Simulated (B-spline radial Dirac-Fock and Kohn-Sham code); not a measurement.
# An X-ray data sheet for Lu⁴⁺, step by step

What does theory give for lutetium as Lu⁴⁺? The session works out its X-ray form factor and Compton profile and the binding energy of each subshell.

Program: B-spline radial Dirac-Fock and Kohn-Sham code, version 2. Model: a free atom or ion on a radial basis; each step names its model. All values are calculated, but those marked as tabulated.

## (1) The system

Lutetium as Lu⁴⁺, configuration 1s2 2s2 2p6 3s2 3p6 3d10 4s2 4p6 4d10 4f13 5s2 5p6.

- nuclear charge: 71
- electrons: 67
- mass number: 175
- nuclear rms radius: 5.37 fm

## (2) Form factor and Compton profile

Model: Dirac-Fock average of configuration, finite nucleus; form factor of the spherical density, Waller-Hartree incoherent function, impulse-approximation Compton profiles.

Settings, as recorded:

```ini
task = scatter
Z = 71
charge = 4
configuration = 1s2 2s2 2p6 3s2 3p6 3d10 4s2 4p6 4d10 4f13 5s2 5p6
mass_number = 175
rms_radius = 5.37  # fm
s = [0.0, 0.05, 0.1, 0.15, 0.2, 0.25, 0.3, 0.35, 0.4, 0.45, 0.5, 0.6, 0.7, 0.8, 0.9, 1.0, 1.1, 1.2, 1.4, 1.6, 1.8, 2.0, 2.5, 3.0, 3.5, 4.0, 5.0, 6.0]  # 1/A
pz = [0, 0.1, 0.14, 0.19, 0.26, 0.35, 0.48, 0.65, 0.89, 1.2, 1.7, 2.3, 3.1, 4.3, 5.8, 8.0, 11.0, 15.0, 20.0, 28.0, 38.0]  # a.u.
photon_energy = [2000, 8047.8, 10000, 17479.3, 30000, 100000, 500000, 1000000]  # eV
```

From the run's result record (rounded, not every field):

```text
status: converged
form_factor [e]: [67.0, 66.472, 64.952, 62.616, 59.708, 56.482, 53.161, 49.909, 46.828, 43.965, 41.33, 36.686, 32.737, 29.347, 26.444, 23.986, 21.935, 20.245, 17.718, 15.94, 14.534, 13.277, 10.376, 8.0117, 6.4217, 5.4652, 4.4316, 3.661]
incoherent: [1.3095e-11, 0.55362, 2.0622, 4.1653, 6.4948, 8.8177, 11.046, 13.169, 15.185, 17.087, 18.865, 22.059, 24.872, 27.429, 29.791, 31.99, 34.049, 35.987, 39.536, 42.628, 45.237, 47.399, 51.393, 54.199, 56.345, 58.047, 60.547, 62.248]
compton_total [1/a.u.]: [7.0418, 7.0321, 7.0227, 7.0063, 6.9746, 6.9177, 6.8017, 6.5879, 6.1803, 5.5572, 4.6581, 3.9914, 3.4105, 2.554, 1.6914, 1.0258, 0.62505, 0.3577, 0.195, 0.086969, 0.038381]
shells: ["1s1/2", "2s1/2", "2p1/2", "2p3/2", "3s1/2", "3p1/2", "3p3/2", "3d3/2", "3d5/2", "4s1/2", "4p1/2", "4p3/2", "4d3/2", "4d5/2", "4f5/2", "4f7/2", "5s1/2", "5p1/2", "5p3/2"]
occupation: [2.0, 2.0, 2.0, 4.0, 2.0, 2.0, 4.0, 4.0, 6.0, 2.0, 2.0, 4.0, 4.0, 6.0, 5.5714, 7.4286, 2.0, 2.0, 4.0]
mean_momentum [a.u.]: [72.462, 25.879, 34.209, 30.631, 13.042, 15.575, 14.508, 17.432, 17.052, 6.6036, 7.3958, 6.9344, 7.5467, 7.3812, 7.0214, 6.9254, 2.5501, 2.6825, 2.487]
r2 [bohr^2]: 28.968
r_inverse [1/bohr]: 508.74
r1 [bohr]: 32.718
coherent [b]: [2762.4, 1476.3, 1214.9, 656.11, 329.61, 49.369, 2.5769, 0.66808]
incoherent_cross_section [b]: [1.648, 9.9927, 12.029, 17.857, 23.496, 28.196, 18.951, 14.028]
radial_jk:
  4f: {"j0": [1.0, 0.9897, 0.95967, 0.9124, 0.85147, 0.78101, 0.7051, 0.62738, 0.55079, 0.47753, 0.40911, 0.28991, 0.19547, 0.12398, 0.071907, 0.035331, 0.010639, -0.0052383, -0.019836, -0.021985, -0.019056, -0.014705, -0.0057834, -0.0016142, -0.00017785, 0.00018477, 0.00016183, 6.9203e-05], "j2": [0.0, 0.004108, 0.015931, 0.03408, 0.056586, 0.081273, 0.10611, 0.12942, 0.15003, 0.16719, 0.18059, 0.19621, 0.19887, 0.19181, 0.1783, 0.16112, 0.14237, 0.12352, 0.088992, 0.06118, 0.040425, 0.025721, 0.0067867, 0.00082584, -0.00058465, -0.00067599, -0.00031654, -0.00011305], "j4": [0.0, 9.5386e-06, 0.00014666, 0.00069592, 0.002015, 0.0044172, 0.0080839, 0.013031, 0.019121, 0.026111, 0.033699, 0.04944, 0.064203, 0.076572, 0.085863, 0.091938, 0.095013, 0.095492, 0.090585, 0.080881, 0.069214, 0.05743, 0.032947, 0.017521, 0.0089664, 0.0045105, 0.0011321, 0.00028369], "j6": [0.0, 1.9698e-08, 1.1988e-06, 1.258e-05, 6.3254e-05, 0.00021046, 0.00053617, 0.0011326, 0.0020834, 0.0034474, 0.0052505, 0.010111, 0.016295, 0.023215, 0.030271, 0.036965, 0.042937, 0.047965, 0.054853, 0.057689, 0.05723, 0.054419, 0.042455, 0.029785, 0.019726, 0.012675, 0.0050811, 0.0020646], "r2": 0.56324, "r4": 0.74752, "r6": 2.0039}
```

Form factor and incoherent function, every second point:

| s (1/Å) | f (e) | f / N | S(s) |
| --- | --- | --- | --- |
| 0 | 67.00 | 1.000 | 0 |
| 0.100 | 64.95 | 0.969 | 2.062 |
| 0.200 | 59.71 | 0.891 | 6.495 |
| 0.300 | 53.16 | 0.793 | 11.05 |
| 0.400 | 46.83 | 0.699 | 15.19 |
| 0.500 | 41.33 | 0.617 | 18.87 |
| 0.700 | 32.74 | 0.489 | 24.87 |
| 0.900 | 26.44 | 0.395 | 29.79 |
| 1.10 | 21.94 | 0.327 | 34.05 |
| 1.40 | 17.72 | 0.264 | 39.54 |
| 1.80 | 14.53 | 0.217 | 45.24 |
| 2.50 | 10.38 | 0.155 | 51.39 |
| 3.50 | 6.422 | 0.096 | 56.35 |
| 5.00 | 4.432 | 0.066 | 60.55 |

## (3) Hole states by ΔSCF

Model: Dirac-Fock average of configuration, Delta-SCF, finite nucleus, first-order Breit with its frequency dependence, self-energy and vacuum polarisation.

Recorded inputs:

```ini
task = binding
```

From the run's result record (rounded, not every field):

```text
status: converged
shells: ["K", "L1", "L2", "L3", "M1", "M2", "M3", "M4", "M5", "N1", "N2", "N3", "N4", "N5", "N6,7", "O1", "O2", "O3"]
total_energy_parts [Ha]: [-14569.5566, 16.6305708, -1.75877676, -0.269459094, 11.9594147, -2.06447914]
koopmans [eV]: [63758.3, 11024.8, 10500.6, 9380.65, 2595.33, 2364.23, 2121.36, 1734.49, 1682.04, 585.987, 490.59, 434.657, 277.263, 266.815, 71.4761, 118.389, 87.8098, 79.7218]
dirac_coulomb [eV]: [63674.2, 10975.3, 10446.8, 9329.59, 2567.96, 2335.93, 2094.49, 1705.12, 1653.19, 575.548, 480.401, 425.478, 268.608, 258.502, 65.0023, 117.209, 86.7946, 78.9057]
gaunt [eV]: [-219.553, -23.5225, -40.6744, -28.1916, -4.12702, -7.39127, -4.85481, -3.08738, -2.04036, -0.834151, -1.50117, -0.898963, -0.392605, -0.181787, 0.161811, -0.118656, -0.184191, -0.0968992]
retardation [eV]: [16.4608, 1.91689, 4.4241, 4.4159, 0.318392, 0.784752, 0.788507, 0.296484, 0.288788, 0.0722515, 0.170749, 0.165695, 0.0415691, 0.04014, -0.0266049, 0.00955548, 0.0202895, 0.0195708]
breit_frequency [eV]: [3.28744, -0.284511, -0.0227245, 1.44089, -0.0755888, -0.0753779, 0.282468, -0.0348927, -0.00390537, -0.018592, -0.0203758, 0.0628913, -0.00852039, -0.00231091, -0.00446901, -0.00382344, -0.00402717, 0.0080978]
self_energy [eV]: [-127.443, -17.9738, 0.0929102, -1.22758, -4.08502, -0.0568517, -0.302847, 0.300344, 0.154857, -0.967045, -0.000403857, -0.0555439, 0.069921, 0.0412167, 0.0374361, -0.157396, 0.0063816, -0.000843251]
vacuum_polarisation [eV]: [23.1096, 3.04856, 0.0975193, -0.116286, 0.672036, 0.0225844, -0.031132, -0.0334578, -0.0319665, 0.159651, 0.00410101, -0.00858548, -0.00811975, -0.00778901, -0.00450164, 0.0262145, -0.000179975, -0.00211034]
binding [eV]: [63370.1, 10938.5, 10410.7, 9305.91, 2560.66, 2329.22, 2090.37, 1702.56, 1651.55, 573.96, 479.054, 424.744, 268.31, 258.392, 65.166, 116.965, 86.6329, 78.8335]
mean_radius [bohr]: [0.0193191, 0.0811841, 0.0674875, 0.0750589, 0.211606, 0.201804, 0.215804, 0.189873, 0.194213, 0.477898, 0.485715, 0.516256, 0.540403, 0.551591, 0.673475, 1.16124, 1.27191, 1.3599]
```

total_energy_parts: Dirac-Coulomb, Gaunt, retardation, frequency dependence, self-energy, vacuum polarisation. 

The binding energies by parts, in eV; the parts add up.

| level | -ε | relaxation | Breit | QED | binding |
| --- | --- | --- | --- | --- | --- |
| K (1s) | 63758.3 | -84.06 | -199.80 | -104.33 | 63370.1 |
| L1 (2s) | 11024.8 | -49.49 | -21.89 | -14.93 | 10938.5 |
| L2 (2p1/2) | 10500.6 | -53.80 | -36.27 | 0.19 | 10410.7 |
| L3 (2p3/2) | 9380.6 | -51.06 | -22.33 | -1.34 | 9305.9 |
| M1 (3s) | 2595.3 | -27.37 | -3.88 | -3.41 | 2560.7 |
| M2 (3p1/2) | 2364.2 | -28.29 | -6.68 | -0.03 | 2329.2 |
| M3 (3p3/2) | 2121.4 | -26.87 | -3.78 | -0.33 | 2090.4 |
| M4 (3d3/2) | 1734.5 | -29.37 | -2.83 | 0.27 | 1702.6 |
| M5 (3d5/2) | 1682.0 | -28.85 | -1.76 | 0.12 | 1651.6 |
| N1 (4s) | 586.0 | -10.44 | -0.78 | -0.81 | 574.0 |
| N2 (4p1/2) | 490.6 | -10.19 | -1.35 | 0.00 | 479.1 |
| N3 (4p3/2) | 434.7 | -9.18 | -0.67 | -0.06 | 424.7 |
| N4 (4d3/2) | 277.3 | -8.65 | -0.36 | 0.06 | 268.3 |
| N5 (4d5/2) | 266.8 | -8.31 | -0.14 | 0.03 | 258.4 |
| N6,7 (4f) | 71.48 | -6.47 | 0.13 | 0.03 | 65.17 |
| O1 (5s) | 118.4 | -1.18 | -0.11 | -0.13 | 117.0 |
| O2 (5p1/2) | 87.81 | -1.02 | -0.17 | 0.01 | 86.63 |
| O3 (5p3/2) | 79.72 | -0.82 | -0.07 | 0.00 | 78.83 |

Line energies follow by subtraction:

| line | energy (eV) |
| --- | --- |
| Kβ2' (K-N3) | 62945.3 |
| Kβ2'' (K-N2) | 62891.0 |
| Kβ1 (K-M3) | 61279.7 |
| Kβ3 (K-M2) | 61040.9 |
| Kα1 (K-L3) | 54064.2 |
| Kα2 (K-L2) | 52959.4 |
| Lγ4 (L1-O3) | 10859.6 |
| Lγ3 (L1-N3) | 10513.7 |
| Lγ2 (L1-N2) | 10459.4 |
| Lγ1 (L2-N4) | 10142.4 |
| Lγ5 (L2-N1) | 9836.8 |
| Lβ7 (L3-O1) | 9188.9 |
| Lβ2 (L3-N5) | 9047.5 |
| Lβ15 (L3-N4) | 9037.6 |

## (4) Summary of results

| quantity | value |
| --- | --- |
| rms radius of the electron cloud | 0.658 bohr |
| form factor halves at | 0.68 1/Å |
| Compton profile at zero | 7.042 1/a.u. |
| deepest level listed, K (1s) | 63370.1 eV |
| least bound, N6,7 (4f) | 65.17 eV |
| Kα1 | 54064.2 eV |
| ionisation energy, NIST (semi-empirical) | 66.8000 eV |

What this shows: The form factor starts at the 67 electrons and halves by s = 0.68 1/Å. Incoherent scattering outweighs coherent from 500 keV on, among the energies asked. For K (1s), relaxation takes off 84.1 eV, Breit terms shift it by -199.80 and QED by -104.33 eV. NIST's ionisation energy differs by +1.63 eV from the least binding energy; the calculation averages open shells over their j components and terms. The Hartree-Fock and Dirac-Fock values hold no electron correlation.
